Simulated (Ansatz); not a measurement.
Working through a test of the smearing width of Ti3Sn, space group Pm-3m

With Ansatz 0.2.0, Python API.

The script reads `POSCAR`:
```text
Ti3Sn
1.0
   4.15692889    0.00000000    0.00000000
   0.00000000    4.15692889    0.00000000
   0.00000000    0.00000000    4.15692889
Ti Sn
3 1
Direct
   0.50000000    0.50000000    0.00000000
   0.50000000    0.00000000    0.50000000
   0.00000000    0.50000000    0.50000000
   0.00000000    0.00000000    0.00000000
```

The cells in order, each with its output:

```python
import csv

import ansatz as az
from ase.io import read

atoms = read("POSCAR", format="vasp")
structure = az.Crystal.from_ase(atoms)
```

```python
calc = (
    structure.calculation()
    .eigensolver("auto")
    .kpoints(5, 5, 5)
    .functional("PBEsol", dispersion="d4")
    .basis(320, density_ratio=6)
    .mixing("anderson")
    .scf(tolerance=1e-05)
    .forces()
    .stress()
)
```

```python
rows = []
for value in [0.5, 0.3, 0.2, 0.1]:
    r = calc.occupations("methfessel_paxton", width=value).run().report
    rows.append((value, r["free_energy_ev"] / len(r["lattice"]["sites"]), r["n_iterations"], sum(r["stress_gpa"][i][i] for i in range(3)) / 3, max(abs(f) for row in r["forces_ev_ang"] for f in row), r["n_kpoints"]))

with open("smear.csv", "w", newline="") as handle:
    writer = csv.writer(handle)
    writer.writerow(["width (eV)", "F/atom (eV)", "iterations", "P (GPa)", "max component (eV/A)", "k-points"])
    writer.writerows([round(v, 5) if isinstance(v, float) else v for v in row] for row in rows)
```

    DeckWarning: basis.ecutwfc = 320 eV is below the records' recommended 420 eV, and the density's cutoff is lower with it unless basis.ecutrho_ratio is high enough to keep the records' density cutoff: compare with a run at a higher cutoff
    DeckWarning: scf.convergence.dr2_threshold = 1e-5 eV is looser than this run's default, which is 1e-7 eV or tighter. The error in the forces grows as the threshold's square root, so leave the key out unless less accurate forces are enough
    DeckWarning: output.stress: scf.convergence.dr2_threshold = 1e-5 eV is looser than the 4e-10 eV advised for a printed stress (1e-10 eV for each atom of the cell: 4). What an SCF threshold leaves in a stress goes as its square root, and in the free energy as the threshold itself, and one threshold admits the most on a [...]

```python
for row in rows[:-1]:
    shift = 1000 * (row[1] - rows[-1][1])
    print(f"{row[0]}: {shift:+.2f} meV/atom" + ("  (within 5 meV)" if abs(shift) < 5 else ""))
```

    0.5: -6.79 meV/atom
    0.3: -2.46 meV/atom  (within 5 meV)
    0.2: -0.82 meV/atom  (within 5 meV)

`smear.csv`, as written:
```csv
width (eV),F/atom (eV),iterations,P (GPa),max component (eV/A),k-points
0.5,-3343.29774,5,-5.19247,0.0,10
0.3,-3343.2934,5,-5.17431,0.0,10
0.2,-3343.29177,5,-5.20532,0.0,10
0.1,-3343.29095,5,-5.2769,0.0,10
```

Going from 0.1 to 0.5 eV changes F by -6.8 meV an atom. This scheme is built to cancel the term in the square of the width, so the shifts stay small and are partly the mesh's error. The pressure moves from -5.28 to -5.19 GPa.

Reading the output:
- The cutoff lies under the one recommended for these potentials.
- No spin polarisation was allowed.
- Under the recommended cutoff a pressure can be off by several GPa, even in sign.
- Dispersion corrections can be off by several per cent in the lattices of metals, and by several GPa in the pressure at a fixed cell.
- For a metal this k-point mesh is coarse: on a finer one energies can move by several to tens of meV an atom and pressures by half a GPa or more, differences at one mesh by less.
- The free energy holds a sizeable smearing term, which stands for no physical temperature.
- Forces vanish by symmetry here and test nothing.
- The narrowest width needs the finest mesh, so the last row is no converged reference.
- Pressure is positive in compression.
- This cell is a computed structure, which may not be the phase found in nature.
- Warnings are shown shortened and without file and line.
- Wall time of the script: 5.1 s on 1 thread of Arm Neoverse V2, with other jobs on the host, peak memory 0.44 GiB.

(Lines on the test bed's own set-up are left out of the output.)
